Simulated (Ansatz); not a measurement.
**Hafnium tetrachloride (HfCl4): how energies converge with the basis set**

The task here is to estimate one member of a computed series from the others.

The runs use Ansatz 0.2.0, Gaussian basis; one geometry, several basis sets.

Plan: PBE0-D4/def2-SVP; ωB97M-V/def2-SVP; PBE0-D4/def2-QZVPP; ωB97M-V/def2-QZVPP; the functionals' def2-TZVPP values are taken from earlier runs.

**Structure used throughout**

The geometry comes from an earlier relaxation with PBE0-D4 in a triple-zeta def2 set; it is a stationary point. Hf takes the def2 core potential; no spin-orbit term is included.

SMILES `[Cl][Hf]([Cl])([Cl])[Cl]`, 5 atoms, charge 0, spin multiplicity 1.

Atoms are counted from 1 here; the program's logs count them from 0.

Bond lengths: Cl1–Hf2 2.318 Å, Hf2–Cl3 2.318 Å, Hf2–Cl4 2.318 Å, Hf2–Cl5 2.318 Å. Angles: Cl1–Hf2–Cl3 109.5°, Cl1–Hf2–Cl4 109.5°, Cl1–Hf2–Cl5 109.5°, Cl3–Hf2–Cl4 109.5°, Cl3–Hf2–Cl5 109.5°, Cl4–Hf2–Cl5 109.5°.

Set-up of the first run:

Contents of in.yaml:

```yaml
crystal:
  periodic: [false, false, false]
  atoms:
    - {symbol: Cl, position_ang: [-0.032837, -0.237833, 2.298442]}
    - {symbol: Hf, position_ang: [0.009956, -0.014728, -0.008269]}
    - {symbol: Cl, position_ang: [1.521601, -1.527057, -0.902855]}
    - {symbol: Cl, position_ang: [-2.102447, -0.435455, -0.864587]}
    - {symbol: Cl, position_ang: [0.653627, 2.141472, -0.564132]}
basis:
  gaussian: {orbitals: def2-SVP}
hamiltonian: {xc: pbe0, dispersion: d4}
output: {orbitals: {seedname: orbitals}}
```

Launch:

```sh
> ansatz run in.yaml --threads 4 --pin off --events-out ev --progress --plain --max-ram 10444MiB
```

Among the steps run: PBE0-D4 in def2-SVP; ωB97M-V in def2-SVP; PBE0-D4 in def2-QZVPP; ωB97M-V in def2-QZVPP.

One table of the session follows, with a row left open; its other results are not shown here.

It belongs to the step «Functionals by basis». 

| functional | basis | HOMO (eV) | LUMO (eV) |
| --- | --- | --- | --- |
| PBE0-D4 | def2-SVP | -9.75 | -2.16 |
| PBE0-D4 | def2-TZVPP | -9.71 | -2.11 |
| PBE0-D4 | def2-QZVPP | -9.72 | -2.15 |
| ωB97M-V | def2-SVP | -11.91 | 0.02 |
| ωB97M-V | def2-TZVPP | -11.92 | 0.03 |
| ωB97M-V | def2-QZVPP | ? | ? |

**Question.** Estimate the row for ωB97M-V, def2-QZVPP.

The run gave: HOMO (eV): -11.94; LUMO (eV): -0.04. In the column «HOMO (eV)» it is the lowest.
